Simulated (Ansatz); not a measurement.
I need a ladder of methods at one geometry of CH₂F₂GeO, SMILES F[CH]1[O][GeH]1[F]. Use the Ansatz DFT code, driven from Python. Use (for the species named): BLYP, def2-SVP basis, multiplicity 1. The script varies functional: blyp, cam_b3lyp, b3lyp, lda, pbe0, lc_wpbe.

```xyz
7

F     1.1026   -1.4443    1.0163
C     0.2023   -0.3158    0.9097
O    -0.9816   -0.6371    0.2721
Ge    0.1240    0.4137   -0.8707
F    -0.7149    1.9714   -0.9987
H     0.0613    0.3746    1.7802
H     0.2675   -0.4305   -2.1546
```

`ch2f2geo_methods.py`:
```python
from pathlib import Path

import ansatz as az
import numpy as np

geometry = (
    az.Crystal.molecule()
    .atom("F", [1.1026, -1.4443, 1.0163])
    .atom("C", [0.2023, -0.3158, 0.9097])
    .atom("O", [-0.9816, -0.6371, 0.2721])
    .atom("Ge", [0.124, 0.4137, -0.8707])
    .atom("F", [-0.7149, 1.9714, -0.9987])
    .atom("H", [0.0613, 0.3746, 1.7802])
    .atom("H", [0.2675, -0.4305, -2.1546])
)

calculation = geometry.calculation().basis(gaussian="def2-SVP")

print("functional    E (Ha)        dipole (D)   HOMO (eV)  LUMO (eV)")
for name in ["blyp", "cam_b3lyp", "b3lyp", "lda", "pbe0", "lc_wpbe"]:
    data = calculation.functional(name).forces().orbitals().run(runs_dir="runs").report
    lines = Path(data["orbitals_path"]).read_text().splitlines()
    field_of = lambda key: [line.split("=")[1].strip() for line in lines if line.startswith(key)]
    orbitals = [(27.211386 * float(e), s, float(n)) for e, s, n in zip(field_of("Ene="), field_of("Spin="), field_of("Occup="))]
    homo = max(e for e, _, n in orbitals if n > 0.5)
    lumo = min(e for e, _, n in orbitals if n < 0.5)
    dipole = 4.803205 * np.linalg.norm(data["charge_distribution"]["dipole_moment_e_ang"])
    print(f"{name:10s} {data['free_energy_ev'] / 27.211386246:14.6f} {dipole:9.3f} {homo:11.3f} {lumo:10.3f}")
```

Output of `python ch2f2geo_methods.py`:
```text
functional    E (Ha)        dipole (D)   HOMO (eV)  LUMO (eV)
blyp         -2390.710483     1.754      -6.232     -2.777
cam_b3lyp    -2390.711327     2.253      -8.962     -1.114
b3lyp        -2390.728826     2.065      -7.459     -2.382
lda          -2385.383717     1.779      -6.563     -3.037
pbe0         -2390.111443     2.143      -7.705     -2.140
lc_wpbe      -2390.230753     2.413     -10.216      0.043
```

Reading the output:
- Total energies depend on the basis set; only differences at equal settings carry meaning.
- The geometry is a force-field or estimated start, not a minimum of this method, and the basis set is short of its limit. A lower total doesn't mark the better method: functionals have no common bound, and MP2 and coupled cluster aren't variational.
- b3lyp holds the VWN-RPA fit, as in Gaussian; the form of ORCA and Turbomole is b3lyp5.
- Levels such as HOMO and LUMO are orbital energies: with these approximate functionals they aren't the ionisation energy and electron affinity, and their gap isn't the fundamental gap.
- It ran for 18 s on 1 thread of Intel(R) Xeon(R) Platinum 8375C CPU @ 2.90GHz (Ice Lake) (shared host), peak memory 0.31 GiB.

(Lines on the test bed's own set-up are left out of the output.)
